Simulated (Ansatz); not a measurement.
# FGeH3OS: how energies converge with the basis set

How large a basis does FGeH3OS need? Two functionals are run in growing sets.

The runs use Ansatz 0.2.0, Gaussian basis; one geometry, several basis sets.

Levels to be run: PBE0-D4/def2-SVP; ωB97M-V/def2-SVP; PBE0-D4/def2-QZVPP; ωB97M-V/def2-QZVPP; the functionals' def2-TZVPP values are taken from earlier runs.

**1. The geometry**

An earlier PBE0-D4 in a triple-zeta def2 set relaxation fixed the geometry.

SMILES `[OH][GeH]([F])[SH]`, 7 atoms, charge 0, spin multiplicity 1.

Atoms are counted from 1 here; the program's logs count them from 0.

Bond lengths: O1–Ge2 1.757 Å, O1–H5 0.961 Å, Ge2–F3 1.732 Å, Ge2–S4 2.203 Å, Ge2–H6 1.526 Å, S4–H7 1.345 Å. Angles: Ge2–O1–H5 112.8°, O1–Ge2–F3 108.8°, O1–Ge2–S4 112.4°, O1–Ge2–H6 106.6°, F3–Ge2–S4 102.5°, F3–Ge2–H6 108.9°, S4–Ge2–H6 117.4°, Ge2–S4–H7 92.4°.

**2. PBE0-D4 in def2-SVP**

Input file in.yaml:

```yaml
crystal:
  periodic: [false, false, false]
  atoms:
    - {symbol: O, position_ang: [-1.289487, 0.664279, 0.580561]}
    - {symbol: Ge, position_ang: [0.291797, -0.092554, 0.465439]}
    - {symbol: F, position_ang: [0.234985, -1.626831, 1.267323]}
    - {symbol: S, position_ang: [0.804296, -0.654462, -1.602451]}
    - {symbol: H, position_ang: [-1.959686, 0.207446, 0.064569]}
    - {symbol: H, position_ang: [1.265555, 0.816801, 1.208946]}
    - {symbol: H, position_ang: [0.713941, 0.617321, -2.030089]}
basis:
  gaussian: {orbitals: def2-SVP}
hamiltonian: {xc: pbe0, dispersion: d4}
output: {orbitals: {seedname: orbitals}}
```

Started as:

```console
$ ansatz run in.yaml --threads 2 --pin off --events-out ev --progress --plain --max-ram 4352MiB
```

Further steps of the session: ωB97M-V in def2-SVP; PBE0-D4 in def2-QZVPP; ωB97M-V in def2-QZVPP.

**Question.** What will the summary of the whole plan be? Wanted: PBE0-D4: double and triple zeta above quadruple; ωB97M-V: double and triple zeta above quadruple.

**Answer**, as computed:

```
                                       quantity           value
PBE0-D4: double and triple zeta above quadruple  18.95, 1.85 eV
ωB97M-V: double and triple zeta above quadruple  18.96, 1.78 eV
```

What this shows: PBE0-D4 gains 17.10 eV from double to triple zeta, then 1.85 eV more. Total energies overstate the basis error of differences, where much of it tends to cancel. The LUMO of ωB97M-V is positive and keeps falling with the basis (2.21 to 1.28 eV): an unbound level that the basis holds in place.
